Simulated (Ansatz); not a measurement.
# The cluster Li8Al−: the relaxed shape and its frontier levels

Aim: characterise the cluster Li8Al− as a singlet: its structure, frontier levels and distribution of charge.

Program: Ansatz 0.2.0, Gaussian basis. Level of theory: RKS PBE0-D4/def2-TZVPD. These are calculated values, not measurements.

The runs, in order: relaxation at r2SCAN-D4/def2-TZVPD; a search for the lowest solution at PBE0-D4/def2-SVP; a single point at PBE0-D4/def2-TZVPD.

1 further run of the same task is left out (set aside as unsound or not needed). Runs told in other sessions of the task aren't counted.

### Step 1. Where the work starts

9 atoms, charge -1, spin multiplicity 1.

Atoms are counted from 1 here; the program's logs count them from 0.

Bond lengths: Li1–Li3 2.777 Å, Li1–Li5 2.511 Å, Li1–Li6 2.671 Å, Li1–Al9 2.662 Å, Li2–Li3 2.992 Å, Li2–Li6 2.549 Å, Li2–Al9 2.566 Å, Li3–Li5 2.523 Å, Li3–Li6 2.597 Å, Li3–Li8 2.564 Å, Li4–Li6 2.670 Å, Li4–Li7 2.710 Å, Li5–Li6 2.998 Å, Li5–Li8 2.992 Å, Li6–Li7 2.697 Å, Li6–Li8 2.560 Å, Li6–Al9 2.553 Å. Angles: Li3–Li1–Li5 56.7°, Li3–Li1–Li6 56.9°, Li3–Li1–Al9 93.3°, Li5–Li1–Li6 70.6°, Li5–Li1–Al9 127.8°, Li6–Li1–Al9 57.2°, Li3–Li2–Li6 55.2°, Li3–Li2–Al9 90.4°, Li6–Li2–Al9 59.9°, Li1–Li3–Li2 82.4°, Li1–Li3–Li5 56.3°, Li1–Li3–Li6 59.5°, Li1–Li3–Li8 108.4°, Li2–Li3–Li5 123.6°, Li2–Li3–Li6 53.7°, Li2–Li3–Li8 89.7°, Li5–Li3–Li6 71.7°, Li5–Li3–Li8 72.0° and more.

Coordinates:

| atom | x (Å) | y (Å) | z (Å) |
| --- | --- | --- | --- |
| Li1 | 2.2966 | 1.0842 | -0.8280 |
| Li2 | -1.4165 | 1.9115 | -0.9145 |
| Li3 | 0.7185 | 2.2096 | 1.1609 |
| Li4 | -0.9558 | -2.2384 | -1.0983 |
| Li5 | 2.4925 | 0.4698 | 1.5983 |
| Li6 | 0.0000 | 0.0000 | 0.0000 |
| Li7 | 1.1765 | -2.3588 | 0.5704 |
| Li8 | -0.3506 | 0.3138 | 2.5162 |
| Al9 | 0.2267 | 0.6767 | -2.4509 |

The ion is computed in the gas phase, without counter-ions or solvent.

The start is a random packing geometry.

### Step 2. Relaxation at r2SCAN-D4/def2-TZVPD

Contents of in.yaml:

```yaml
crystal:
  periodic: [false, false, false]
  atoms:
    - {symbol: Li, position_ang: [2.296600, 1.084200, -0.828000]}
    - {symbol: Li, position_ang: [-1.416500, 1.911500, -0.914500]}
    - {symbol: Li, position_ang: [0.718500, 2.209600, 1.160900]}
    - {symbol: Li, position_ang: [-0.955800, -2.238400, -1.098300]}
    - {symbol: Li, position_ang: [2.492500, 0.469800, 1.598300]}
    - {symbol: Li, position_ang: [0.000000, 0.000000, 0.000000]}
    - {symbol: Li, position_ang: [1.176500, -2.358800, 0.570400]}
    - {symbol: Li, position_ang: [-0.350600, 0.313800, 2.516200]}
    - {symbol: Al, position_ang: [0.226700, 0.676700, -2.450900]}
basis:
  gaussian: {orbitals: def2-TZVPD}
total_charge: -1
hamiltonian: {xc: r2scan, dispersion: d4}
scf: {lower_state_search: "off"}
output: {orbitals: {seedname: orbitals}}
relax: {f_tol: 0.02, max_steps: 100}
```

Command:

```bash
$ ansatz run in.yaml --threads 4 --pin off --events-out ev --progress --plain --max-ram 3916MiB
```

Further steps of the session: Searching for the lowest solution, PBE0-D4/def2-SVP; Single point, PBE0-D4/def2-TZVPD.

**Question.** What will the summary of the whole plan be? Wanted: point group; commonest bond; HOMO, LUMO at PBE0-D4/def2-TZVPD.

**Answer**, as computed:

```
                        quantity                            value
                     point group                               Cs
                  commonest bond  Li–Li, 8 of mean length 2.920 Å
HOMO, LUMO at PBE0-D4/def2-TZVPD                   -0.18, 0.91 eV
```

**Reading.** The relaxation broke 6 and made 5 bonds, so the end is another structure than the start. No usable vibrations, so a minimum isn't proven. The HOMO lies nearest to Li3, Li8 about 23 % each; Li1, Li7 about 12 % each and the LUMO to Li2, Li4 about 21 % each; Li1, Li7 about 12 % each. Whether this spin is the lowest isn't tested here. The point group is read from a loosely relaxed geometry; soft torsions can leave it below the true symmetry.

The anion's highest level is positive in at least one run, so there the basis alone may hold the extra electron.
